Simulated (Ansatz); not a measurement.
Set up this calculation in Ansatz 0.2.0, as the native input.

```yaml
Task: relaxation of cell and atoms
Functional: BLYP
Potentials_or_basis: Ansatz PAW
Cutoff: "420 eV (not typed: the program's choice for these potentials)"
k_mesh: 4 × 4 × 3
Occupations: fermi-dirac, width 0.05 eV
Spin: collinear spin, ferromagnetic start
Starting_moments: "[0.0, 0.0, 0.0, 0.0, 4.0, 4.0, 1.0, 1.0, 0.0, 0.0, 0.0, 0.0, 0.0, 0.0, 0.0, 0.0, 0.0, 0.0, 0.0, 0.0] μB"
```

Crystal: NaLaMnMoO6.

```
Na La Mn Mo O
1.0
     3.79453   -3.84926   -0.00008
     3.79453    3.84926   -0.00008
    -0.04604    0.00000    8.22029
Na La Mn Mo O
2 2 2 2 12
Direct
  0.50640 0.49360 0.75000
  0.49360 0.50640 0.25000
  0.01239 0.98761 0.75000
  0.98761 0.01239 0.25000
  0.00000 0.50000 0.50000
  0.50000 0.00000 0.00000
  0.50000 0.00000 0.50000
  0.00000 0.50000 0.00000
  0.54302 0.05203 0.73247
  0.45698 0.94797 0.26753
  0.27994 0.71875 0.54832
  0.72006 0.28125 0.45168
  0.79897 0.79494 0.49934
  0.20103 0.20506 0.50066
  0.05203 0.54302 0.23247
  0.94797 0.45698 0.76753
  0.79494 0.79897 0.99934
  0.20506 0.20103 0.00066
  0.28125 0.72006 0.95168
  0.71875 0.27994 0.04832
```

The cell was built by a generator and needn't be a form met in nature.

One way to write it, as run:

input.yaml

```yaml
crystal:
  lattice:
    - [3.79453, -3.84926, -8.0e-05]
    - [3.79453, 3.84926, -8.0e-05]
    - [-0.04604, 0.0, 8.22029]
  atoms:
    - { symbol: Na, position: [0.5064, 0.4936, 0.75] }
    - { symbol: Na, position: [0.4936, 0.5064, 0.25] }
    - { symbol: La, position: [0.01239, 0.98761, 0.75] }
    - { symbol: La, position: [0.98761, 0.01239, 0.25] }
    - { symbol: Mn, position: [0.0, 0.5, 0.5], spin: 4.0 }
    - { symbol: Mn, position: [0.5, 0.0, 0.0], spin: 4.0 }
    - { symbol: Mo, position: [0.5, 0.0, 0.5], spin: 1.0 }
    - { symbol: Mo, position: [0.0, 0.5, 0.0], spin: 1.0 }
    - { symbol: O, position: [0.54302, 0.05203, 0.73247] }
    - { symbol: O, position: [0.45698, 0.94797, 0.26753] }
    - { symbol: O, position: [0.27994, 0.71875, 0.54832] }
    - { symbol: O, position: [0.72006, 0.28125, 0.45168] }
    - { symbol: O, position: [0.79897, 0.79494, 0.49934] }
    - { symbol: O, position: [0.20103, 0.20506, 0.50066] }
    - { symbol: O, position: [0.05203, 0.54302, 0.23247] }
    - { symbol: O, position: [0.94797, 0.45698, 0.76753] }
    - { symbol: O, position: [0.79494, 0.79897, 0.99934] }
    - { symbol: O, position: [0.20506, 0.20103, 0.00066] }
    - { symbol: O, position: [0.28125, 0.72006, 0.95168] }
    - { symbol: O, position: [0.71875, 0.27994, 0.04832] }
hamiltonian:
  xc: blyp
  pseudopotentials: { kind: paw }
magnetization:
  spin_polarized: true
kpoints:
  mp_grid: { grid: [4, 4, 3] }
scf:
  occupations: { method: fermi_dirac, width: 0.05 }
output:
  forces: true
  stress: true
  eigenvalues: true
relax:
  f_tol: 0.01
  max_steps: 40
  cell: { stress_tol: 0.05 }
```

Potentials or basis: Ansatz PAW.

Command:

```bash
$ ansatz run input.yaml --threads 8 --pin off --max-ram 20480MiB --backend cpu --events-out ev --progress --plain --runs-dir out
```

Results of the run:

```
Relaxed volume                         : 12.41 Å³/atom
Relaxed cell                           : a = 5.440 Å, b = 5.440 Å, c = 8.386 Å, α = 90.28°, β = 90.28°, γ = 90.79°
Space group after relaxing (to 0.05 Å) : C2/c (No. 15)
Energy gained by relaxing              : 6.5 meV/atom
Ionic steps                            : 11
Pressure after relaxing                : 0.0 GPa
Largest force after relaxing           : 0.003 eV/Å
Band gap on the k mesh                 : none (metal or under the smearing width)
Net moment                             : 6.32 μB per cell
Absolute moment                        : 8.47 μB per cell
Site moments                           : Na -0.00; La -0.01; Mn +2.96; Mo -0.27; O +0.05, +0.02 μB
```

Caveat: the plane-wave basis is chosen anew once the cell has moved, so the energies of steps on either side of that aren't comparable; the pressure holds a Pulay correction of +0.7 GPa for the finite cutoff; semilocal functionals often make such compounds metallic where correlation or magnetic order opens a gap, which also shifts bond lengths; only a ferromagnetic start was run, and an antiferromagnetic order may lie lower in energy; the PAW data sets come from PBE, with cores solved anew for the run's functional, which leaves a small shift of forces and pressure; the starting moments weren't kept.

Wall time 2.7 min on 8 threads of Intel(R) Xeon(R) Platinum 8259CL CPU @ 2.50GHz (Skylake/Cascade Lake), with other jobs on the host, peak memory 2.1 GiB.
